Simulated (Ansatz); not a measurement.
# CH6O3Si2: one species, many methods

Aim: compute CH6O3Si2 with functionals from several rungs and with coupled cluster. The yardstick is the atomisation energy at the CCSD(T) limit.

Computed with Ansatz 0.2.0, Gaussian basis. Level: functionals in def2-TZVPP, the program's frozen cores in correlated methods.

Plan: PBE-D4, r2SCAN-D4, PBE0-D4, B3LYP-D4, ωB97X-V, ωB97M-V, B2PLYP; CCSD(T)/def2-TZVPP; MP2/def2-QZVPP; extrapolation to the limit.

## Step 1: The relaxed structure

The geometry comes from an earlier relaxation with PBE0-D4 in a triple-zeta def2 set; it is a stationary point, not always the lowest conformer.

SMILES `O[Si]1(O[SiH3])CO1`, 12 atoms, charge 0, spin multiplicity 1.

Atoms are counted from 1 here; the program's logs count them from 0.

Bond lengths: O1–Si2 1.620 Å, O1–H7 0.959 Å, Si2–O3 1.606 Å, Si2–C5 1.789 Å, Si2–O6 1.633 Å, O3–Si4 1.645 Å, Si4–H8 1.483 Å, Si4–H9 1.485 Å, Si4–H10 1.482 Å, C5–O6 1.523 Å, C5–H11 1.088 Å, C5–H12 1.088 Å. Angles: Si2–O1–H7 116.5°, O1–Si2–O3 105.5°, O1–Si2–C5 126.3°, O1–Si2–O6 119.7°, O3–Si2–C5 124.0°, O3–Si2–O6 120.0°, C5–Si2–O6 52.6°, Si2–O3–Si4 143.2°, O3–Si4–H8 109.5°, O3–Si4–H9 110.0°, O3–Si4–H10 107.7°, H8–Si4–H9 109.7°, H8–Si4–H10 110.1°, H9–Si4–H10 109.8°, Si2–C5–O6 58.4°, Si2–C5–H11 123.7°, Si2–C5–H12 122.9°, O6–C5–H11 111.6° and more.

## Step 2: PBE-D4 (GGA)

in.yaml reads:

```yaml
crystal:
  periodic: [false, false, false]
  atoms:
    - {symbol: O, position_ang: [-2.177833, 1.068910, -0.330629]}
    - {symbol: Si, position_ang: [-0.706790, 0.575328, 0.136601]}
    - {symbol: O, position_ang: [-0.358732, -0.682682, -0.798458]}
    - {symbol: Si, position_ang: [0.716867, -1.908593, -1.011732]}
    - {symbol: C, position_ang: [0.521681, 1.560660, 0.986267]}
    - {symbol: O, position_ang: [-0.333023, 0.539720, 1.725695]}
    - {symbol: H, position_ang: [-2.597565, 1.737174, 0.214169]}
    - {symbol: H, position_ang: [0.284712, -3.089125, -0.225689]}
    - {symbol: H, position_ang: [2.069083, -1.481613, -0.569739]}
    - {symbol: H, position_ang: [0.741819, -2.240284, -2.455582]}
    - {symbol: H, position_ang: [0.339976, 2.570949, 1.347782]}
    - {symbol: H, position_ang: [1.576607, 1.294456, 1.015313]}
basis:
  gaussian: {orbitals: def2-TZVPP}
hamiltonian: {xc: pbe, dispersion: d4}
output: {forces: true, orbitals: {seedname: orbitals}}
```

Command:

```
$ ansatz run in.yaml --threads 2 --pin off --events-out ev --progress --plain --max-ram 20480MiB --backend cuda --devices 0, --max-vram 18GiB
```

After this run come: r2SCAN-D4 (meta-GGA); PBE0-D4 (hybrid); B3LYP-D4 (hybrid); ωB97X-V (range-separated); ωB97M-V (range-separated); B2PLYP (double hybrid); CCSD(T) in def2-TZVPP; MP2 in def2-QZVPP.

Q: Predict the results of all the runs planned. Wanted: atomisation energy, CCSD(T)/CBS; farthest; mean size of error, hybrid; mean size of error, range-separated; gap, smallest and largest; T1 diagnostic; triples share of the correlation energy.

The runs gave:

```
                               quantity                                 value
        atomisation energy, CCSD(T)/CBS                         4657.0 kJ/mol
 functionals within 23.3 kJ/mol (0.5 %)           r2SCAN-D4, ωB97X-V, ωB97M-V
                               farthest                 B2PLYP (-76.9 kJ/mol)
             mean size of error, hybrid                           58.9 kJ/mol
    mean size of error, range-separated                            4.2 kJ/mol
              gap, smallest and largest  5.12 eV (PBE-D4), 11.86 eV (ωB97X-V)
                          T1 diagnostic                                0.0123
triples share of the correlation energy                                 3.6 %
```

In words: PBE-D4 is off by +24.3 kJ/mol. Double hybrids carry the basis error of their MP2 part in triple zeta, and no dispersion term here, so their miss is partly the set-up's. The reference freezes the cores and leaves out relativity and excitations past (T), so misses under about 23.3 kJ/mol can't be ranked. Hartree-Fock recovers 71 % of the binding; the rest is correlation. Orbital gaps span 5.1 to 11.9 eV; exact exchange widens them.
